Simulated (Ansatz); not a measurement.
Task: a ladder of methods at one geometry of C3H7BO, SMILES BCOC=C, with the Python package of Ansatz (0.2.0). Give the script and its output. Settings (for the species named): r2SCAN, cc-pVDZ basis, multiplicity 1. The script varies functional: r2scan, lc_wpbe, b3lyp, pbe0, lda, revpbe.

```xyz
12

B    -2.3354   -0.2789    0.1050
C    -0.8521    0.2355   -0.1190
O     0.0619   -0.7487    0.3568
C     1.4588   -0.6246    0.3128
C     2.0858    0.4418   -0.1858
H    -2.6992   -1.2772   -0.4114
H    -3.0812    0.3359    0.7844
H    -0.7117    1.1857    0.4388
H    -0.6947    0.4078   -1.2048
H     2.0549   -1.4384    0.7047
H     1.5453    1.2858   -0.5913
H     3.1675    0.4754   -0.1902
```

`methods_c3h7bo.py`:
```python
"""One geometry of C3H7BO, method by method."""

from pathlib import Path
import logging
import sys

import ansatz as az
import numpy as np

logging.basicConfig(stream=sys.stdout, format="%(levelname)s:%(name)s:%(message)s")
log = logging.getLogger("c3h7bo")
log.setLevel(logging.INFO)

c3h7bo = (
    az.Crystal.molecule()
    .atom("B", (-2.3354, -0.2789, 0.105))
    .atom("C", (-0.8521, 0.2355, -0.119))
    .atom("O", (0.0619, -0.7487, 0.3568))
    .atom("C", (1.4588, -0.6246, 0.3128))
    .atom("C", (2.0858, 0.4418, -0.1858))
    .atom("H", (-2.6992, -1.2772, -0.4114))
    .atom("H", (-3.0812, 0.3359, 0.7844))
    .atom("H", (-0.7117, 1.1857, 0.4388))
    .atom("H", (-0.6947, 0.4078, -1.2048))
    .atom("H", (2.0549, -1.4384, 0.7047))
    .atom("H", (1.5453, 1.2858, -0.5913))
    .atom("H", (3.1675, 0.4754, -0.1902))
)

model = c3h7bo.calculation().basis(gaussian="cc-pVDZ")

log.info("functional    E (Ha)        dipole (D)   HOMO (eV)  LUMO (eV)")
for name in ["r2scan", "lc_wpbe", "b3lyp", "pbe0", "lda", "revpbe"]:
    rep = model.functional(name).forces().orbitals().run(runs_dir="runs").report
    lines = Path(rep["orbitals_path"]).read_text().splitlines()
    field_of = lambda key: [line.split("=")[1].strip() for line in lines if line.startswith(key)]
    orbitals = [(27.211386 * float(e), s, float(n)) for e, s, n in zip(field_of("Ene="), field_of("Spin="), field_of("Occup="))]
    homo = max(e for e, _, n in orbitals if n > 0.5)
    lumo = min(e for e, _, n in orbitals if n < 0.5)
    dipole = 4.803205 * np.linalg.norm(rep["charge_distribution"]["dipole_moment_e_ang"])
    log.info(f"{name:10s} {rep['free_energy_ev'] / 27.211386246:14.6f} {dipole:9.3f} {homo:11.3f} {lumo:10.3f}")
```

Running `python methods_c3h7bo.py` prints:
```text
INFO:c3h7bo:functional    E (Ha)        dipole (D)   HOMO (eV)  LUMO (eV)
INFO:c3h7bo:r2scan        -218.397564     0.780      -5.563     -2.488
INFO:c3h7bo:lc_wpbe       -218.381368     0.847      -9.254      0.675
INFO:c3h7bo:b3lyp         -218.537472     0.781      -6.302     -2.032
INFO:c3h7bo:pbe0          -218.265039     0.813      -6.567     -1.802
INFO:c3h7bo:lda           -216.563361     0.773      -5.459     -3.216
INFO:c3h7bo:revpbe        -218.462372     0.730      -5.242     -2.779
```

Reading the output:
- These settings explore the input space; basis and method may be short of convergence.
- The geometry is a force-field or estimated start, not a minimum of this method, and the basis set is short of its limit. A lower total doesn't mark the better method: functionals have no common bound, and MP2 and coupled cluster aren't variational.
- b3lyp holds the VWN-RPA fit, as in Gaussian; the form of ORCA and Turbomole is b3lyp5.
- Levels such as HOMO and LUMO are orbital energies: with these approximate functionals they aren't the ionisation energy and electron affinity, and their gap isn't the fundamental gap.
- The whole script took 25 s on 1 thread of Arm Neoverse V1, on a shared host, peak memory 0.28 GiB.
